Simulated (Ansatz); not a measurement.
BrClFHSn, SMILES [F][SnH]([Cl])[Br], a geometry optimisation

Computed with Ansatz 0.2.0 through its Python package.

`brclfhsn.xyz`
```text
5

F    -1.77110   -0.86860   -0.21580
Sn   -0.02430   -0.10200   -0.11140
Cl    1.03020   -0.98840    1.76740
Br   -0.06290    2.41990    0.08830
H     0.87800   -0.53450   -1.56990
```

Interactive session:
```pycon
>>> import itertools
>>> import ansatz as az
>>> from ase.data import atomic_numbers, covalent_radii
>>> import numpy as np
>>> geometry = az.Crystal.molecule_from_extxyz("brclfhsn.xyz")
>>> base = geometry.calculation()
>>> base = base.basis(gaussian="def2-SVP").functional("pbe0", dispersion="d4")
>>> symbols = [site.symbol for site in geometry.cartesian_sites]
>>> start = np.array([site.position_ang for site in geometry.cartesian_sites], dtype=float)
>>> def progress(event):
...     if event["event"] == "relax_step":
...         row = event["data"]
...         print(f"step {row['step']:3d}  E = {row['lagrangian_ev']:.6f} eV  largest force component {row['allowed_force_max_ev_ang']:.4f} eV/A")
...
>>> summary = base.relax(force_tolerance=0.01).session().plan().execute(on_event=progress).report
step   1  E = -91107.228789 eV  largest force component 1.1813 eV/A
step   2  E = -91107.293185 eV  largest force component 0.7040 eV/A
step   3  E = -91107.327375 eV  largest force component 0.0766 eV/A
step   4  E = -91107.327776 eV  largest force component 0.0096 eV/A
>>> end = np.array(summary["positions_ang"])
>>> print(f"E = {summary['free_energy_ev']:.6f} eV = {summary['free_energy_ev'] / 27.211386246:.7f} Ha")
E = -91107.327803 eV = -3348.1325420 Ha
>>> print("converged:", summary["converged"], " doubts:", summary["published_state_doubts"] or "none")
converged: True  doubts: none
>>> # pairs closer than 1.2 times the sum of covalent radii, before or after
>>> radius = [covalent_radii[atomic_numbers[s]] for s in symbols]
>>> span = lambda where, i, j: np.linalg.norm(where[i] - where[j])
>>> bonded = [(i, j) for i, j in itertools.combinations(range(len(symbols)), 2) if min(span(start, i, j), span(end, i, j)) < 1.2 * (radius[i] + radius[j])]
>>> print("pair        before    after (A)")
pair        before    after (A)
>>> for i, j in bonded:
...     print(f"{symbols[i]}{i}-{symbols[j]}{j}".ljust(10), f"{span(start, i, j):8.4f} {span(end, i, j):8.4f}")
...
F0-Sn1       1.9105   1.9264
Sn1-Cl2      2.3297   2.3241
Sn1-Br3      2.5301   2.4596
Sn1-H4       1.7687   1.6994
>>> with open("brclfhsn_opt.xyz", "w") as handle:
...     handle.write(f"{len(symbols)}\nrelaxed BrClFHSn\n")
...     handle.writelines(f"{s:2s} {x:11.6f} {y:11.6f} {z:11.6f}\n" for s, (x, y, z) in zip(symbols, end))
...
19
```

File `brclfhsn_opt.xyz` afterwards:
```text
5
relaxed BrClFHSn
F    -1.743293   -0.779223   -0.198588
Sn    0.055196   -0.090697   -0.151353
Cl    1.012203   -0.982787    1.769552
Br   -0.134803    2.347773    0.108358
H     0.860597   -0.568666   -1.569369
```

Reading the output:
- Total energies depend on the basis set; only differences at equal settings carry meaning.
- The end point is the stationary point reached from this start; no frequency run checks that it is a minimum, and the basis set is modest.
- def2 sets replace the cores of elements past krypton by effective core potentials.
- Wall time of the script: 27 s on 1 thread of Arm Neoverse V1 (shared host), peak memory 0.31 GiB.
